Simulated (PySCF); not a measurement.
# InF: from the state search to spectroscopic constants

Aim: find the lowest electronic state of InF, scan its bond at several levels of theory, and get bond length, wavenumber and dissociation energy from each curve.

Program: PySCF 2.14.0. Level of theory: In x2c-TZVPPall, F x2c-TZVPPall, spin-free X2C with a Gaussian nucleus. These are calculated values, not measurements.

## (1) Set-up

A driver script around PySCF takes these settings:

```json
{
 "atoms": "In, F",
 "charge": "0",
 "basis": "In x2c-TZVPPall, F x2c-TZVPPall",
 "Hamiltonian": "spin-free X2C with a Gaussian nucleus",
 "basis functions": "91",
 "electrons treated": "58",
 "masses in u": "114.9039, 18.9984",
 "levels": "PBE0, PBE, r²SCAN, M06, LDA, BLYP, B3LYP, CAM-B3LYP, HF, MP2, SCS-MP2, CCSD, CCSD(T)",
 "grid": "80 radial by 434 angular points",
 "occupations": "held fixed by the projection of orbital angular momentum",
 "dissociation limit": "In + F, each in its ground configuration",
 "starting distance in angstrom": "2.005",
 "values of 2S to try": "0, 2"
}
```

Started as:

```bash
$ OMP_NUM_THREADS=1 python dia.py task.json out
```

The runs that follow: The PBE0 curve of the state that the search chose; Higher solutions at PBE0; PBE; r²SCAN (meta-GGA); M06; LDA; BLYP (GGA); B3LYP (global hybrid GGA); CAM-B3LYP (range-separated hybrid); RHF (mean field); Correlated methods on the Hartree–Fock reference.

Before running it: what results should come out? Wanted: for each run, Re; ωe; De; μ.

**Answer**, as computed:

Lowest PBE0 solution found, without spin–orbit coupling: ¹Σ⁺ (singlet), closed shell. State 2 has its PBE0 minimum 3.68 eV higher. The other levels ran on the lowest alone.

| level | Re (Å) | ωe (cm⁻¹) | De (eV) | μ (D) |
| --- | --- | --- | --- | --- |
| RHF | 1.980 | 551 | 3.62 | -3.18 |
| RHF-MP2 | 1.992 | 538 | 5.70 | n/a |
| RHF-SCS-MP2 | 1.997 | 533 | 5.51 | n/a |
| RHF-CCSD | 1.988 | 544 | 5.22 | n/a |
| RHF-CCSD(T) | 1.991 | 541 | 5.37 | n/a |
| LDA | 1.981 | 538 | 6.60 | -2.99 |
| PBE | 2.021 | 503 | 5.77 | -3.16 |
| BLYP | 2.037 | 491 | 5.71 | -3.32 |
| r²SCAN | 1.995 | 533 | 5.59 | -3.02 |
| B3LYP | 2.012 | 515 | 5.50 | -3.35 |
| PBE0 | 1.995 | 529 | 5.39 | -3.19 |
| M06 | 2.008 | 517 | 5.59 | -3.58 |
| CAM-B3LYP | 1.994 | 534 | 5.57 | -3.26 |

De is counted to In + F in their ground configurations. A positive dipole means In(−)F(+).

Differences from CCSD(T) in the same basis:

```
      level  Re (mÅ)  ωe (%)
        RHF      -12    +2.0
    RHF-MP2       +1    -0.5
RHF-SCS-MP2       +6    -1.4
   RHF-CCSD       -3    +0.6
        LDA      -10    -0.5
        PBE      +30    -7.0
       BLYP      +46    -9.2
     r²SCAN       +3    -1.3
      B3LYP      +21    -4.8
       PBE0       +4    -2.2
        M06      +17    -4.4
  CAM-B3LYP       +3    -1.3
```

Against CCSD(T) in the same basis, the bond length is nearest at RHF-MP2 (+1 mÅ) and farthest at BLYP (+46 mÅ); the wavenumber is nearest at RHF-MP2 and LDA (-0.5 %) and farthest at BLYP (-9.2 %). Hartree–Fock falls on the short and stiff side, its usual fault. PBE has the long and soft bond that GGAs tend to give. Among the levels with a De in the table, it runs from 3.62 eV (RHF) to 6.60 eV (LDA).

Correlated steps freeze 19 core orbitals. Spin–orbit coupling is left out, which matters for elements this heavy, above all for dissociation energies.
